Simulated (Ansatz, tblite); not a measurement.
# The cluster Ge5Se: a ladder of methods and basis sets

One table from this session's results is given with a row withheld; the runs are named, their logs left out.

Method: as each input shows; program: Ansatz 0.2.0, Gaussian basis.

The runs, in order: GFN1-xTB, GFN2-xTB, PBE-D4/def2-TZVP, r2SCAN-D4/def2-TZVP, BHLYP-D4/def2-TZVP, r2SCAN0-D4/def2-TZVP, PBE-D4/def2-SVP, PBE0-D4/def2-SVP, HF/6-31G, B3LYP-D4/6-31G, PBE0-D4/def2-TZVPD, PBE-D4/def2-TZVPD, MP2/def2-TZVP, RPA/def2-TZVP.

12 further runs of the same task are left out: 10 that didn't finish, 2 set aside as unsound or not needed. Runs told in other sessions of the task aren't counted.

## The structure

The singlet was relaxed beforehand with r2SCAN-D4/def2-SVP. At that level it is the lowest of the isomers that a small search found.

6 atoms, charge 0, spin multiplicity 1.

Bond lengths: Ge1–Ge2 2.701 Å, Ge1–Se6 2.644 Å, Ge2–Ge3 2.340 Å, Ge2–Ge4 2.479 Å, Ge3–Ge5 2.477 Å, Ge4–Se6 2.432 Å, Ge5–Se6 2.561 Å. Angles: Ge2–Ge1–Se6 72.3°, Ge1–Ge2–Ge3 70.7°, Ge1–Ge2–Ge4 63.3°, Ge3–Ge2–Ge4 133.7°, Ge2–Ge3–Ge5 78.8°, Ge2–Ge4–Se6 80.0°, Ge3–Ge5–Se6 112.7°, Ge1–Se6–Ge4 64.8°, Ge1–Se6–Ge5 64.7°, Ge4–Se6–Ge5 112.1°.

PBE0-D4/def2-TZVP was run before; its log isn't repeated, and its numbers join the tables.

The first run:

Tight binding, by tblite at 300 K electronic temperature and without a spin-polarisation term:

```python
tblite.interface.Calculator('GFN1-xTB', numbers, positions, charge=0, uhf=0).singlepoint()
```

Tight binding, by tblite at 300 K electronic temperature and without a spin-polarisation term:

```python
tblite.interface.Calculator('GFN2-xTB', numbers, positions, charge=0, uhf=0).singlepoint()
```

start.molden holds the orbitals of an earlier run on this state, given as this run's starting guess.

File in.yaml:

```yaml
crystal:
  periodic: [false, false, false]
  atoms:
    - {symbol: Ge, position_ang: [0.478914, -1.115955, 0.961193]}
    - {symbol: Ge, position_ang: [-0.872677, -0.340586, -1.245356]}
    - {symbol: Ge, position_ang: [-2.281776, -0.196229, 0.616973]}
    - {symbol: Ge, position_ang: [1.536420, -0.846842, -1.534401]}
    - {symbol: Ge, position_ang: [-0.540284, 1.465310, 1.201906]}
    - {symbol: Se, position_ang: [1.679393, 1.034302, -0.000316]}
basis:
  gaussian: {orbitals: def2-TZVP, initial_orbitals: start.molden}
hamiltonian: {xc: pbe, dispersion: d4}
scf: {omitted_lower_state_checks: [starts]}
output: {orbitals: {seedname: orbitals}}
```

Command:

```sh
$ ansatz run in.yaml --threads 4 --pin off --events-out ev --progress --plain --max-ram 4787MiB
```

Steps of the session up to this table: PBE-D4/def2-TZVP; r2SCAN-D4/def2-TZVP; BHLYP-D4/def2-TZVP; r2SCAN0-D4/def2-TZVP; PBE-D4/def2-SVP; PBE0-D4/def2-SVP; HF/6-31G; B3LYP-D4/6-31G; PBE0-D4/def2-TZVPD; PBE-D4/def2-TZVPD; MP2/def2-TZVP; RPA/def2-TZVP.

One table of the session follows, with a row left open; its other results are not shown here.

It belongs to the step «Binding energy». 

```
               level  binding an atom (eV)
            HF/6-31G                 0.937
        HF/def2-TZVP                 1.412
     PBE-D4/def2-SVP                 3.165
    PBE-D4/def2-TZVP                 3.183
   PBE-D4/def2-TZVPD                 3.187
 r2SCAN-D4/def2-TZVP                     ?
      B3LYP-D4/6-31G                 2.611
    PBE0-D4/def2-SVP                 2.981
   PBE0-D4/def2-TZVP                 3.012
  PBE0-D4/def2-TZVPD                 3.016
r2SCAN0-D4/def2-TZVP                 2.913
  BHLYP-D4/def2-TZVP                 2.706
       RPA/def2-TZVP                 2.638
       MP2/def2-TZVP                 3.110
```

Estimate the missing values for r2SCAN-D4/def2-TZVP.

The run gave: binding an atom (eV): 3.055. In the column «binding an atom (eV)» it lies between PBE0-D4/def2-TZVPD (3.016) and MP2/def2-TZVP (3.110).

Caveats from the session: Free atoms were run apart at each level; binding is atoms less cluster, divided by the number of atoms, without zero-point or spin-orbit terms.
